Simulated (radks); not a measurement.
**Pb⁷⁺ in [Xe] 4f14 5d7: an all-electron calculation**

Aim: the levels, the sizes of the orbitals and the parts of the energy of the lead ion Pb7+.

Program: radks (a radial shooting solver on a logarithmic mesh, Libxc functionals) version 1. Level of theory: Dirac Kohn-Sham, revPBE, spin-unpolarised, spherical densities, finite nucleus; open shells fill j = l - 1/2 first. These are calculated values, not measurements, unless marked.

**1. The atom as given**

```
element            : lead (Z = 82)
charge             : +7
electrons          : 75
configuration      : [Xe] 4f14 5d7
nuclear rms radius : 5.5012 fm
```

**2. Self-consistent calculation**

Settings of this run:

```text
Z 82
configuration [Xe] 4f14 5d7
relativity Dirac
functional pbe_r,pbe
spin unpolarised
j_filling energy
nucleus finite rms 5.5012 fm
c 137.035999084
```

On the command line:

```bash
> python run_ks.py task.json out
```

The same process makes all the runs of this session.

Q: Predict the outcome of this run.

The runs gave:

```
                        quantity                   value
                    total energy     -20910.1436 hartree
exchange-correlation share of it                  1.85 %
                            −T/E                  1.1629
          highest occupied level       5d5/2, -111.54 eV
    most extended occupied level  5d5/2, <r> = 1.18 bohr
 radius at density 0.001 e/bohr³               2.64 bohr
    maxima of the radial density                       4
         ionisation energy, NIST         120 (theory) eV
```

What this shows: 5 principal shells are occupied and 4 maxima appear in the radial density; where shells overlap, one shows as a shoulder or not at all. −T/E is 1.163: with relativity the kinetic term as defined here no longer equals −E. Minus the highest eigenvalue, 111.54 eV, is 93 % of the tabulated ionisation energy (120 eV). Spin polarisation and multiplet splitting are left out.
